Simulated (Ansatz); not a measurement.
Write a Python script for the Ansatz DFT code, driven from Python that makes a rigid scan of one bond length of CH₄FOSn, SMILES C[O][SnH][F]. Settings (for the species named): r2SCAN, def2-SVP basis, multiplicity 2.

```xyz
8

C    -0.6241    0.4670   -0.7113
O     0.2942   -0.4335   -1.0889
Sn    1.1035   -1.0992    0.5772
F     2.1860    0.3538    1.4468
H    -1.1529    0.8937   -1.6608
H    -0.2089    1.3869   -0.1927
H    -1.4351    0.0457   -0.0917
H    -0.0706   -1.6715    1.6655
```

`scan_ch4fosn.py`
```python
"""Stretching a bond of CH4FOSn, the rest held rigid."""

import warnings

import ansatz as az
import numpy as np

SETTINGS = {
    "basis_set": "def2-SVP",
    "xc": "r2SCAN",
}

GEOMETRY = """
C    -0.62410    0.46700   -0.71130
O     0.29420   -0.43350   -1.08890
Sn    1.10350   -1.09920    0.57720
F     2.18600    0.35380    1.44680
H    -1.15290    0.89370   -1.66080
H    -0.20890    1.38690   -0.19270
H    -1.43510    0.04570   -0.09170
H    -0.07060   -1.67150    1.66550
"""


def main() -> None:
    warnings.simplefilter("ignore", az.DeckWarning)

    geometry = az.Crystal.molecule()
    for line in GEOMETRY.strip().splitlines():
        symbol, *xyz = line.split()
        geometry = geometry.atom(symbol, [float(v) for v in xyz])

    symbols = [site.symbol for site in geometry.cartesian_sites]
    start = np.array([site.position_ang for site in geometry.cartesian_sites])
    axis = (start[1] - start[0]) / np.linalg.norm(start[1] - start[0])
    moving = [1, 2, 3, 7]
    lengths, energies = [1.14, 1.23, 1.34, 1.47, 1.68, 2.01, 2.41, 2.95], []
    for length in lengths:
        xyz = start.copy()
        xyz[moving] += (length - np.linalg.norm(start[1] - start[0])) * axis
        point = az.Crystal.molecule()
        for symbol, place in zip(symbols, xyz):
            point = point.atom(symbol, place.tolist())
        setup = (
            point.calculation()
            .basis(gaussian=SETTINGS["basis_set"])
            .functional(SETTINGS["xc"])
            .spin("collinear", total=1)
            .accuracy("medium")
            .scf(lower_state_search="standard")
        )
        report = setup.run(threads=1, backend="cpu").report
        energies.append(report["free_energy_ev"])
        print(f"r = {length:6.3f} A  E = {energies[-1]:.5f} eV  <S^2> = {abs(report['mean_field']['state']['spin_squared']):.3f}")

    print("energy above the lowest point (eV):", [round(e - min(energies), 3) for e in energies])


if __name__ == "__main__":
    main()
```

```console
$ python scan_ch4fosn.py
r =  1.140 A  E = -11689.20911 eV  <S^2> = 0.754
r =  1.230 A  E = -11690.62990 eV  <S^2> = 0.754
r =  1.340 A  E = -11691.36447 eV  <S^2> = 0.754
r =  1.470 A  E = -11691.44751 eV  <S^2> = 0.754
r =  1.680 A  E = -11690.80621 eV  <S^2> = 0.754
r =  2.010 A  E = -11689.38304 eV  <S^2> = 0.763
r =  2.410 A  E = -11688.26542 eV  <S^2> = 1.039
r =  2.950 A  E = -11687.81011 eV  <S^2> = 1.203
energy above the lowest point (eV): [2.238, 0.818, 0.083, 0.0, 0.641, 2.064, 3.182, 3.637]
```

The settings weren't tested for convergence. The rest of the molecule is held rigid at a force-field or estimated start geometry, and the basis set is modest; single-reference methods fail as a bond breaks. def2 sets replace the cores of elements past krypton by effective core potentials. The run takes the species as open-shell (spin multiplicity 2), which needn't be its ground state. The expectation value of S² is noticeably off S(S+1) in at least one run, so that state is spin-contaminated. Spin-orbit coupling of the heavy open-shell atom is left out. The whole script took 120 s on 1 thread of Arm Neoverse V1, on a shared host, peak memory 0.32 GiB.
